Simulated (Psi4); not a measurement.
**GeH3O (SMILES [O][GeH3]): a first try and a second**

Aim: the vertical excitations of GeH3O at CIS/6-31G** (Cartesian functions, save jk yes).

Program for the calculation: Psi4 1.11.

5 further runs of the same task are left out: 3 for a known fault of the program, 1 that didn't finish, 1 set aside as unsound or not needed.

**1. The molecule**

The species is GeH3O (5 atoms), meant as a doublet with charge 0. SMILES: `[O][GeH3]`. The coordinates come from a PBE0-D4/def2-TZVP relaxation.

Bond lengths: O1–Ge2 1.795 Å, Ge2–H3 1.536 Å, Ge2–H4 1.536 Å, Ge2–H5 1.537 Å. Angles: O1–Ge2–H3 109.7°, O1–Ge2–H4 109.7°, O1–Ge2–H5 102.4°, H3–Ge2–H4 111.5°, H3–Ge2–H5 111.6°, H4–Ge2–H5 111.6°.

**2. Try one**

geh3o.dat reads:

```
memory 1.6 GB

molecule geom {
  0 3
  O
  Ge 1 1.794514
  H 2 1.536205 1 109.65341
  H 2 1.536228 3 111.52875 1 121.65505
  H 2 1.537207 3 111.61489 4 125.60154
  units angstrom
  symmetry c1
}

set {
  basis     6-31G**
  reference uhf
  scf_type  pk
  save_jk   true
}

from psi4.driver.procrouting.response.scf_response import tdscf_excitations
result, w = energy('hf', return_wfn=True)
states = tdscf_excitations(w, states=3, tda=True)
```

Command:

```sh
$ psi4 geh3o.dat geh3o.out -n 1
```

geh3o.out:

```text
Psi4 1.11 release

qcelemental.exceptions.ValidationError: Inconsistent or unspecified chg/mult: sys chg: None, frag chg: [0.0], sys mult: None, frag mult: [3]

Printing out the relevant lines from the Psithon --> Python processed input file:
    from psi4.driver.wrapper_database import database, db, DB_RGT, DB_RXN
    from psi4.driver.wrapper_autofrag import auto_fragments
    psi4_io = core.IOManager.shared_object()
    core.set_memory_bytes(1600000000)

--> geom = geometry("""
      0 3
      O
      Ge 1 1.794514
      H 2 1.536205 1 109.65341
      H 2 1.536228 3 111.52875 1 121.65505

!----------------------------------------------------------------------------------!
!                                                                                  !
!  Inconsistent or unspecified chg/mult: sys chg: None, frag chg: [0.0], sys mult: !
!     None, frag mult: [3]                                                         !
!                                                                                  !
!----------------------------------------------------------------------------------!

    Psi4 run time: 0:00:00.00
```

It took 0.95 s on 1 thread of Intel Xeon at 2.60GHz (Ice Lake), shared host; peak memory 0.13 GiB.

**3. Diagnosis**

The input was rejected.

The log says `qcelemental.exceptions.ValidationError: Inconsistent or unspecified chg/mult: sys chg: None, frag chg: [0.0], sys mult: None, frag mult: [3]`. The fault: the spin state typed doesn't suit the molecule. To mend it: multiplicity 2 in place of 3.

**4. Second attempt**

geh3o.inp reads:

```
memory 1.6 GB

molecule m {
  0 2
  O
  Ge 1 1.794514
  H 2 1.536205 1 109.65341
  H 2 1.536228 3 111.52875 1 121.65505
  H 2 1.537207 3 111.61489 4 125.60154
  symmetry c1
}

set globals {
  basis 6-31G**
  reference uhf
  scf_type pk
  save_jk true
}

from psi4.driver.procrouting.response.scf_response import tdscf_excitations
e, wfn = energy("scf", return_wfn=True)
states = tdscf_excitations(wfn, states=3, tda=True)
```

Command:

```sh
$ psi4 -n 1 geh3o.inp geh3o.out
```

geh3o.out:

```text
[...]
  Running in c1 symmetry.
[...]
  Nuclear repulsion =  113.909896385296889
[...]
  Multiplicity = 2
[...]
  Nalpha       = 22
  Nbeta        = 21
[...]
    Number of basis functions: 65
[...]
   @UHF iter   1: -2150.47498656779044   -3.43567e+00   3.80865e-02 DIIS/ADIIS
[...]
   @UHF iter  12: -2151.63982885772521   -7.40015e-08   7.07798e-07 DIIS
[...]
   @S^2 Observed:                7.575785245E-01
[...]
    Orbital Energies [Eh]
    ---------------------
    Alpha Occupied:
       1A   -405.283237     2A    -52.210431     3A    -46.302522
       4A    -46.302054     5A    -46.301951     6A    -20.616523
       7A     -7.236785     8A     -5.212543     9A     -5.211147
      10A     -5.210604    11A     -1.670951    12A     -1.664929
      13A     -1.664173    14A     -1.660025    15A     -1.659723
      16A     -1.326395    17A     -0.740281    18A     -0.637813
      19A     -0.557876    20A     -0.548026    21A     -0.484482
      22A     -0.468570
    Alpha Virtual:
      23A      0.108949    24A      0.170928    25A      0.181622
[...]
  @UHF Final Energy: -2151.63982885772521
   => Energetics <=
    Nuclear Repulsion Energy =            113.9098963852968893
    One-Electron Energy =               -3226.0875066482003604
    Two-Electron Energy =                 960.5377814051781797
    Total Energy =                      -2151.6398288577252060
  UHF NO Occupations:
  HONO-2 :   20  A 1.9991498
  HONO-1 :   21  A 1.9979993
[...]
 Multipole Moments:
 ------------------------------------------------------------------------------------
     Multipole            Electronic (a.u.)      Nuclear  (a.u.)        Total (a.u.)
 ------------------------------------------------------------------------------------
 L = 1.  Multiply by 2.5417464519 to convert [e a0] to [Debye]
 Dipole X            :         -0.1332415            0.1024213           -0.0308202
 Dipole Y            :         -0.0728337            0.0559965           -0.0168372
 Dipole Z            :          1.5419747           -0.6587424            0.8832323
 Magnitude           :                                                    0.8839303
[...]
**********                               WARNING                                **********
**********       The names of excited state variables changed between 1.5       **********
[...]
**********                               WARNING                                **********
**********  Length-gauge rotatory strengths are **NOT** gauge-origin invariant  **********
[...]
                                    Excitation Energy         Total Energy        Oscillator Strength             Rotatory Strength
[...]
Excited State    1 (1 A):   0.00933 au   4881.41 nm f = 0.0000
[...]
Excited State    2 (1 A):   0.08970 au   507.95 nm f = 0.0000
[...]
Excited State    3 (1 A):   0.29038 au   156.91 nm f = 0.0034
[...]
**********                               WARNING                                **********
**********       The names of excited state variables changed between 1.5       **********
[...]
```

Run time: 4.5 s. Hardware: 1 thread of Intel Xeon at 2.60GHz (Ice Lake), shared host; peak memory 0.23 GiB.

The roots found:

```
excited state  energy (eV)  strength  label
            1        0.254    0.0000    A 1
            2        2.441    0.0000    A 1
            3        7.902    0.0034    A 1
```

**5. What came out**

At CIS/6-31G** (Cartesian functions, save jk yes):

```
                                                  quantity           value
                         ground-state or mean-field energy  -2151.63983 Eh
                      dipole moment (Hartree–Fock density)          2.25 D
HOMO energy (Hartree–Fock orbitals) (highest over α and β)       -12.20 eV
 LUMO energy (Hartree–Fock orbitals) (lowest over α and β)         2.39 eV
                         ⟨S²⟩ of the reference determinant           0.758
                                  lowest excitation energy         0.25 eV
```
